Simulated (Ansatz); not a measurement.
# Si2GeN4: the cost of one run

Program: Ansatz 0.2.0. PAW datasets, plane waves. Values at 0 K without nuclear motion; spin polarisation is off, and the phase may be a hypothetical one.

### Step 1. The structure to begin with

The cell was relaxed beforehand with r2SCAN.

Space group Pm (No. 6), monoclinic; conventional cell a = 7.727 Å, b = 2.962 Å, c = 7.751 Å, β = 119.7°, 11.01 Å³ an atom. Near Si stand 4 N at 1.73–1.76 Å; near Ge stand 4 N at 1.81–1.83 Å; near Si stand 4 N at 1.74–1.75 Å; near Si stand 4 N at 1.72–1.74 Å.

Structure file:

Space group Pm (No. 6). a = 7.727 Å, b = 2.962 Å, c = 7.751 Å, α = 90.00°, β = 119.69°, γ = 90.00°
| atom | site | symmetry | x | y | z |
| --- | --- | --- | --- | --- | --- |
| Si | 1b | m | 0.1708 | 0.5000 | 0.7626 |
| Si | 1a | m | 0.7709 | 0.0000 | 0.5979 |
| Ge | 1a | m | 0.4016 | 0.0000 | 0.1732 |
| Si | 1b | m | 0.5904 | 0.5000 | 0.8204 |
| Si | 1b | m | 0.2375 | 0.5000 | 0.4145 |
| Ge | 1a | m | 0.8287 | 0.0000 | 0.2295 |
| N | 1b | m | 0.3330 | 0.5000 | 0.6683 |
| N | 1a | m | 0.6703 | 0.0000 | 0.3425 |
| N | 1b | m | 0.3165 | 0.5000 | 0.0183 |
| N | 1a | m | 0.0295 | 0.0000 | 0.6955 |
| N | 1a | m | 0.3047 | 0.0000 | 0.3464 |
| N | 1b | m | 0.7041 | 0.5000 | 0.6731 |
| N | 1a | m | 0.6599 | 0.0000 | 0.9581 |
| N | 1b | m | 0.9821 | 0.5000 | 0.2997 |

### Step 2. PBE band path

Contents of input.yaml:

```yaml
crystal:
  lattice:
    - [7.7512065623, 0.0, -0.0279376728]
    - [0.0, 2.9618578603, 0.0]
    - [-3.8997904807, 0.0, 6.7261356854]
  atoms:
    - { symbol: Si, position: [0.5917752804, 0.5, 0.8291933394] }
    - { symbol: Si, position: [0.8269360675, 0.0, 0.2290767153] }
    - { symbol: Ge, position: [0.7716603958, 0.0, 0.5984482724] }
    - { symbol: Si, position: [0.2299673716, 0.5, 0.4095671679] }
    - { symbol: Si, position: [0.1770293986, 0.5, 0.7624892086] }
    - { symbol: Ge, position: [0.4007881431, 0.0, 0.1712974256] }
    - { symbol: "N", position: [0.3352811155, 0.5, 0.667005124] }
    - { symbol: "N", position: [0.6722401499, 0.0, 0.3297383124] }
    - { symbol: "N", position: [0.7018089345, 0.5, 0.6834771857] }
    - { symbol: "N", position: [0.6659683128, 0.0, 0.9704566779] }
    - { symbol: "N", position: [0.0417564261, 0.0, 0.6953395188] }
    - { symbol: "N", position: [0.9690001884, 0.5, 0.2959275193] }
    - { symbol: "N", position: [0.2982128484, 0.0, 0.3401274657] }
    - { symbol: "N", position: [0.3175753677, 0.5, 0.0178560667] }
kpoints:
  mp_grid: { grid: [4, 8, 4] }
  band_path:
    path:
      - [0.0, 0.0, 0.0]
      - [1.674917077884e-18, 0.5, -1.674917077884e-18]
      - [0.5, 0.5, -0.5]
      - [0.5, -3.565812357422e-35, -0.5]
      - [0.0, 0.0, 0.0]
      - [0.5, 9.591200286688e-19, -2.621192318293e-17]
      - [0.5, 0.5, -2.621192318293e-17]
      - [1.674917077884e-18, 0.5, -1.674917077884e-18]
      - [-4.635968335452e-17, 0.5, 0.5]
      - [-4.884449169941e-17, 9.591200286688e-19, 0.5]
      - [0.0, 0.0, 0.0]
    npoints: 10
hamiltonian:
  xc: pbe
scf:
  occupations: { method: fermi_dirac, width: 0.02 }
  n_extra_bands: 7
output:
  forces: true
  stress: true
  eigenvalues: true
```

What time and memory should one allow on 1 × NVIDIA H100 80GB HBM3 with 2 threads of AMD EPYC 7R13 (Zen 3), shared host?

About 5.3 s, with a peak of 1.2 GiB on the host.
